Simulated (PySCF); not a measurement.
# I3Ru (RuI3): the cost of one run

Programs: PySCF 2.14.0, with routines of our own; each step states its level. All values are computed. Atoms count from 0.

## Step 1: The system as given

4 atoms, charge 0, states of the metal's open shell are computed; geometry from: model geometry, bond lengths from ionic radii.

## Step 2: Ligand-field states: state-averaged CASSCF

The job: settings as JSON, then the geometry in Å.

```
{"job": {"kind": "lf", "basis": {"metal": "x2c-TZVPall", "ligand": "x2c-SVPall"}, "nevpt": true}, "charge": 0, "metal": "Ru", "open_shell": "d5"}
Ru     0.000000     0.000000     0.000000
I      2.560000     0.000000     0.000000
I     -1.280000     2.217025     0.000000
I     -1.280000    -2.217025     0.000000
```

Method: state-averaged CASSCF of the metal d shell, SC-NEVPT2 on the averaged canonical orbitals, state-interaction spin-orbit coupling.

Launch:

```console
$ OMP_NUM_THREADS=1 python lf_run.py task.json out
```

One launch serves the whole session: the jobs run in the order shown.

**Question.** How long does this first job take on 1 thread of Arm Neoverse V2, shared host, and how much memory does it need?

About 31 s, with a peak of 0.57 GiB.
